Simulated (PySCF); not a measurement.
**IS₃⁻: relaxation and vibrations of the singlet**

The task is one start of a wider search on IS₃⁻: the singlet, from a trigonal planar start. It is relaxed, tested by its Hessian and followed downhill if it is a saddle.

Computed with PySCF 2.14.0. Level: B3LYP, basis I def2-SVPD with ECP28, S def2-SVPD, scalar-relativistic core potentials, no spin–orbit coupling, density fitting.

## Step 1: The starting structure

4 atoms, charge -1, spin multiplicity 1.

Bond lengths: I1–S2 2.230 Å, I1–S3 2.230 Å, I1–S4 2.230 Å. Angles: S2–I1–S3 120.0°, S2–I1–S4 120.0°, S3–I1–S4 120.0°.

```xyz
4
charge -1 multiplicity 1
I     0.0000    0.0000    0.0000
S     2.2300    0.0000    0.0000
S    -1.1150    1.9312    0.0000
S    -1.1150   -1.9312    0.0000
```

## Step 2: Relaxation: trigonal planar start, singlet

One driver script runs all steps and calls PySCF; scf.py shows how it sets up the SCF of each step. The optimiser is the driver's own. Before each start the driver seeks the lowest SCF state from one or more starting densities and follows internal instabilities, so scf.py alone need not reach the same state.

The program finds D3h symmetry in the start, which this walk keeps. Threshold on the gradient: 0.0003 Eh/bohr, with a further test on the energy change.

File scf.py:

```python
from pyscf import gto, scf, dft
mol = gto.M(atom='''
I      0.000000    -0.000000     0.000000
S      2.229979     0.000018    -0.000000
S     -1.115005     1.931209    -0.000000
S     -1.114974    -1.931227     0.000000''',
    basis={'I': 'def2-SVPD', 'S': 'def2-SVPD'},
    ecp={'I': 'def2-SVPD'},
    charge=-1, spin=0)
mf = dft.RKS(mol, xc='B3LYP')
mf.grids.atom_grid = (50, 194)
aux = {'I': 'def2-universal-JKFIT', 'S': 'def2-universal-JKFIT'}
mf = mf.density_fit(auxbasis=aux)
mf.kernel()
```

Energy and gradient, step by step:

```tsv
step	energy (Eh)	change (kJ/mol)	largest symmetric gradient (Eh/bohr)
0	-1491.992887	0.00	0.05716
1	-1492.015461	-59.27	0.01708
2	-1492.018395	-66.97	0.00549
3	-1492.018786	-68.00	0.00086
4	-1492.018797	-68.03	0.00004
```

The walk needed 9.7 s of wall time on 4 threads, shared host.

Geometry (Å) and forces (eV/Å) at some steps:

```
step 0
I    0.000   0.000   0.000   0.007   0.000   0.000
S    2.230   0.000   0.000   2.939   0.000   0.000
S   -1.115   1.931   0.000  -1.473   2.543   0.000
S   -1.115  -1.931   0.000  -1.473  -2.543   0.000
step 1
I    0.000   0.000   0.000  -0.005   0.000   0.000
S    2.342   0.000   0.000   0.883   0.000   0.000
S   -1.171   2.028   0.000  -0.439   0.758   0.000
S   -1.171  -2.028   0.000  -0.439  -0.758   0.000
step 2
I    0.000   0.000   0.000  -0.001   0.000   0.000
S    2.389   0.000   0.000   0.284   0.000   0.000
S   -1.194   2.069   0.000  -0.141   0.244   0.000
S   -1.194  -2.069   0.000  -0.141  -0.244   0.000
step 3
I    0.000   0.000   0.000  -0.002   0.000   0.000
S    2.411   0.000   0.000   0.045   0.000   0.000
S   -1.205   2.088   0.000  -0.022   0.038   0.000
S   -1.205  -2.088   0.000  -0.022  -0.038   0.000
step 4
I    0.000   0.000   0.000  -0.002   0.000   0.000
S    2.415   0.000   0.000   0.003   0.000   0.000
S   -1.208   2.091   0.000  -0.001   0.002   0.000
S   -1.208  -2.091   0.000  -0.001  -0.002   0.000
```

End point (D3h, 4 steps, 68.0 kJ/mol gained): I–S 2.415 Å (×3); S–I–S 120.0° (×3).

## Step 3: Hessian and properties

On the finer grid the gradient is checked again; gradients at displacements of ±0.01 bohr then give force constants and infrared intensities.

scf.py, as its differences from that of step 2:

```diff
@@ -3,4 +3,4 @@
-I      0.000000    -0.000000     0.000000
-S      2.229979     0.000018    -0.000000
-S     -1.115005     1.931209    -0.000000
-S     -1.114974    -1.931227     0.000000''',
+I      0.000000    -0.000000    -0.000000
+S      2.415456     0.000020     0.000000
+S     -1.207745     2.091836    -0.000000
+S     -1.207711    -2.091856     0.000000''',
@@ -11 +11 @@
-mf.grids.atom_grid = (50, 194)
+mf.grids.atom_grid = (75, 302)
```

The driver hands on the density of the step before, so the log starts near convergence.

SCF at the final geometry:

```text
init E= -1492.01877546376
  HOMO = -0.0660640087511606  LUMO = -0.0358676176646595  gap/eV = 0.82169
cycle= 1 E= -1492.01877546321  delta_E= 5.5e-10  |g|= 3.97e-05  |ddm|= 9.67e-05
  HOMO = -0.0660644978948178  LUMO = -0.0358681745514991  gap/eV = 0.82168
cycle= 2 E= -1492.01877546005  delta_E= 3.17e-09  |g|= 9.49e-05  |ddm|= 0.000231
  HOMO = -0.0660643741675254  LUMO = -0.0358680282334699  gap/eV = 0.82168
cycle= 3 E= -1492.01877546388  delta_E= -3.83e-09  |g|= 8.66e-07  |ddm|= 0.000163
  HOMO = -0.0660642721747562  LUMO = -0.0358679124980013  gap/eV = 0.82168
cycle= 4 E= -1492.01877546389  delta_E= -5e-12  |g|= 5.3e-08  |ddm|= 1.37e-06
  HOMO = -0.0660642666636208  LUMO = -0.0358679076994398  gap/eV = 0.82168
Extra cycle  E= -1492.01877546389  delta_E= 2.96e-12  |g|= 9.76e-08  |ddm|= 2.11e-07
converged SCF energy = -1492.01877546389
```

The whole step took 20 s.

Geometry: D3h; I–S 2.415 Å (×3); S–I–S 120.0° (×3).

Harmonic modes (main isotopes):

| symmetry | ω (cm⁻¹) | IR (km/mol) | type |
| --- | --- | --- | --- |
| a2'' | 514i | 137 | bend |
| e' | 105 | 6.8 | bend |
| a1' | 293 | 0.0 | stretch |
| e' | 309 | 59.7 | stretch |

1 mode is imaginary, the largest at 514i cm⁻¹: a saddle point, not a minimum.

Constants and moments:

```
Dipole moment about the centre of mass                          : 0.00 D
Highest occupied level                                          : -1.80 eV
Lowest empty level                                              : -0.98 eV
Rotational constants                                            : 0.06025, 0.06025, 0.03012 cm⁻¹
Zero-point energy (real modes)                                  : 6.7 kJ/mol
Principal polarisabilities                                      : 98.8, 172.8, 172.8 bohr³
Principal traceless quadrupole moments about the centre of mass : -6.02, -6.02, 12.05 D Å
```

Populations by atom (charges in e):

```tsv
atom	Mulliken	Löwdin	polar tensor	Mayer order to I1
I1	1.05	0.31	1.23	–
S2,3,4	-0.68	-0.44	-0.74	0.83
```

Mulliken populations on I1 (outside its core potential): s 3.54, p 10.05, d 10.36.

## Step 4: Downhill along the imaginary mode

The start is the last point, displaced along its most imaginary mode.

The program finds C3v symmetry in the start, which this walk keeps.

scf.py, as its differences from that of step 3:

```diff
@@ -3,4 +3,4 @@
-I      0.000000    -0.000000    -0.000000
-S      2.415456     0.000020     0.000000
-S     -1.207745     2.091836    -0.000000
-S     -1.207711    -2.091856     0.000000''',
+I     -0.000000    -0.000000     0.090698
+S      2.415456     0.000020    -0.120000
+S     -1.207745     2.091836    -0.120000
+S     -1.207711    -2.091856    -0.120000''',
@@ -11 +11 @@
-mf.grids.atom_grid = (75, 302)
+mf.grids.atom_grid = (50, 194)
```

The optimiser's trace:

```tsv
step	energy (Eh)	change (kJ/mol)	largest symmetric gradient (Eh/bohr)
0	-1492.035793	0.00	0.04254
1	-1492.052434	-43.69	0.01478
2	-1492.059756	-62.91	0.01305
3	-1492.062469	-70.04	0.00528
4	-1492.062845	-71.02	0.00101
5	-1492.062855	-71.05	0.00006
```

The walk took 13 s.

It settles in C3v symmetry, 71.1 kJ/mol below the start, after 5 steps: I–S 2.368 Å (×3); S–I–S 109.7° (×3).

## Step 5: Frequencies

As before: finer grid, then central differences.

scf.py, as its differences from that of step 4:

```diff
@@ -3,4 +3,4 @@
-I     -0.000000    -0.000000     0.090698
-S      2.415456     0.000020    -0.120000
-S     -1.207745     2.091836    -0.120000
-S     -1.207711    -2.091856    -0.120000''',
+I     -0.000000     0.000000     0.335538
+S      2.236454     0.000018    -0.443943
+S     -1.118243     1.936817    -0.443943
+S     -1.118211    -1.936835    -0.443943''',
@@ -11 +11 @@
-mf.grids.atom_grid = (50, 194)
+mf.grids.atom_grid = (75, 302)
```

Log of the central SCF (cycles and frontier levels):

```text
init E= -1492.06286468207
  HOMO = -0.0867114459570818  LUMO = 0.0249582770969435  gap/eV = 3.03869
cycle= 1 E= -1492.0628646817  delta_E= 3.63e-10  |g|= 3.72e-05  |ddm|= 7.33e-05
  HOMO = -0.0867121992186627  LUMO = 0.0249611659695082  gap/eV = 3.03879
cycle= 2 E= -1492.06286468003  delta_E= 1.67e-09  |g|= 7.87e-05  |ddm|= 0.000155
  HOMO = -0.0867115748677387  LUMO = 0.0249593757090207  gap/eV = 3.03872
cycle= 3 E= -1492.06286468216  delta_E= -2.13e-09  |g|= 5.79e-06  |ddm|= 0.000108
  HOMO = -0.0867116065426384  LUMO = 0.0249593010221202  gap/eV = 3.03872
cycle= 4 E= -1492.06286468218  delta_E= -1.36e-11  |g|= 4.34e-07  |ddm|= 9.42e-06
  HOMO = -0.086711669712044  LUMO = 0.0249592418177997  gap/eV = 3.03872
Extra cycle  E= -1492.06286468218  delta_E= 9.09e-13  |g|= 7.89e-07  |ddm|= 1.73e-06
converged SCF energy = -1492.06286468218
```

The whole step took 20 s.

Geometry: C3v; I–S 2.368 Å (×3); S–I–S 109.7° (×3).

Harmonic modes (main isotopes):

```tsv
symmetry	ω (cm⁻¹)	IR (km/mol)	μ (u)	type
e	124	2.8	34.99	bend
a1	149	6.3	42.37	bend
e	346	200	39.80	stretch
a1	346	1.9	34.63	stretch
```

Every mode is real; the point is a minimum.

Constants and moments:

| Property | Result |
| --- | --- |
| Dipole moment about the centre of mass | 3.09 D |
| Highest occupied level | -2.36 eV |
| Lowest empty level | 0.68 eV |
| Rotational constants | 0.06173, 0.06173, 0.03514 cm⁻¹ |
| Zero-point energy | 8.6 kJ/mol |
| Principal polarisabilities | 93.8, 167.3, 167.3 bohr³ |
| Principal traceless quadrupole moments about the centre of mass | -7.02, -7.02, 14.03 D Å |
| Entropy at 298.15 K and 1 bar | 339.5 J/(mol K) |
| Heat capacity Cp at 298.15 K | 77.2 J/(mol K) |
| Enthalpy at 298.15 K above 0 K | 18.11 kJ/mol |
| Rotational symmetry number | 3 |

Populations by atom (charges in e):

| atom | Mulliken | Löwdin | polar tensor | Mayer order to I1 |
| --- | --- | --- | --- | --- |
| I1 | 0.99 | 0.37 | 1.05 | – |
| S2,3,4 | -0.66 | -0.46 | -0.68 | 1.10 |

Outer orbital energies (eV). occupied: -7.03, -6.56, -3.14, -3.14, -2.71, -2.71, -2.45, -2.36; empty: 0.68, 1.66, 1.66, 3.34.

Mulliken populations on I1 (outside its core potential): s 3.68, p 9.89, d 10.45.

## Step 6: The points found, side by side

| spin | group | bonds | imaginary modes (cm⁻¹) | ΔE (kJ/mol) | with zero-point energy |
| --- | --- | --- | --- | --- | --- |
| singlet | C3v | I–S 2.368 Å (×3) | none | 0.0 | 0.0 |
| singlet | D3h | I–S 2.415 Å (×3) | 514i | 115.8 | – |

## Step 7: Results

```
                            quantity                                 value
                             minimum                          singlet, C3v
                            geometry   I–S 2.368 Å (×3); S–I–S 109.7° (×3)
                  wavenumbers (cm⁻¹)  124 (e), 149 (a1), 346 (e), 346 (a1)
      dipole moment (centre of mass)                                3.09 D
highest occupied, lowest empty level                        -2.36, 0.68 eV
           polar-tensor charge of I1                               +1.05 e
                   zero-point energy                            8.6 kJ/mol
                 entropy at 298.15 K                       339.5 J/(mol K)
```

From D3h at the start the molecule goes to a C3v minimum, after a stop at a saddle point 115.8 kJ/mol higher, from which it was pushed off along an imaginary mode. In the infrared the band at 346 cm⁻¹ (e, stretch) leads. Only this shape and spin were tried, so other structures or states may lie lower. Spin–orbit coupling is left out.

The search up to here needed 64 s of wall time on 4 threads, shared host.
